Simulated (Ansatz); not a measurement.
# AlAsH2+ (quartet): from Hartree-Fock to the top rungs, cc-pVTZ

The task here is to estimate one member of a computed series from the others.

Computed with Ansatz 0.2.0, Gaussian basis. Level: cc-pVTZ, core rule «outside noble gas», up to 19 orbitals frozen.

To be run: UHF; CCSD(T) on ROHF; CCSD(T) on UHF; BCCD(T) on ROHF; CCSDT(Q) on ROHF; CCSDT(Q) on UHF.

14 further runs of the same task are left out: 10 for a known fault of the program, 4 set aside as unsound or not needed. Runs told in other sessions of the task aren't counted.

## The system

The geometry is a PBE0/def2-TZVP stationary point (not a proven minimum) of the parent state, kept for this charge and spin. No spin-orbit coupling is included. The filled d shell of As may be among the frozen orbitals whatever the setting's name suggests.

4 atoms, charge 1, spin multiplicity 4.

Atoms are counted from 1 here; the program's logs count them from 0.

Bond lengths: Al1–As2 2.435 Å, Al1–H3 1.589 Å, Al1–H4 1.589 Å. Angles: As2–Al1–H3 120.0°, As2–Al1–H4 120.0°, H3–Al1–H4 120.0°.

Set-up of the first run:

Contents of in.yaml:

```yaml
crystal:
  periodic: [false, false, false]
  atoms:
    - {symbol: Al, position_ang: [0.000000, 0.000000, 1.740252]}
    - {symbol: As, position_ang: [0.000000, 0.000000, -0.694906]}
    - {symbol: H, position_ang: [0.000000, 1.375836, 2.534270]}
    - {symbol: H, position_ang: [0.000000, -1.375836, 2.534270]}
basis:
  gaussian: {orbitals: cc-pVTZ}
total_charge: 1
magnetization: {spin_polarized: true, initial_magnetization: 3}
hamiltonian: {xc: hf}
output: {orbitals: {seedname: orbitals}}
```

The run is started by

```
ansatz run in.yaml --threads 1 --pin off --events-out ev --progress --plain --max-ram 4096MiB --backend cpu
```

Steps of the session up to this table: UHF; CCSD(T) on ROHF; CCSD(T) on UHF; BCCD(T) on ROHF; CCSDT(Q) on ROHF; CCSDT(Q) on UHF.

One of the session's tables, all rows but one given; the rest of the session is left out.

It belongs to the step «Misses and costs». 

| method | from UCCSDT(Q) (meV) |
| --- | --- |
| ROHF | +4925.0 |
| UHF | +4868.3 |
| RMP2 | ? |
| UMP2 | +1039.2 |
| RCCSD | +200.9 |
| UCCSD | +181.0 |
| RCCSD(T) | +55.5 |
| UCCSD(T) | +36.9 |
| BCCD(T) | +54.8 |
| RCCSDT | +24.1 |
| UCCSDT | +5.5 |
| RCCSDT(Q) | +18.8 |
| UCCSDT(Q) | 0 |

**Question.** Estimate the row for RMP2.

The run gave: from UCCSDT(Q) (meV): +1057.8. In the column «from UCCSDT(Q) (meV)» it lies between UMP2 (+1039.2) and UHF (+4868.3).

To keep in mind: Restricted and unrestricted rows rest on different reference determinants; a gap between their highest levels can come from leftover correlation error, from unlike frozen cores or from another state.
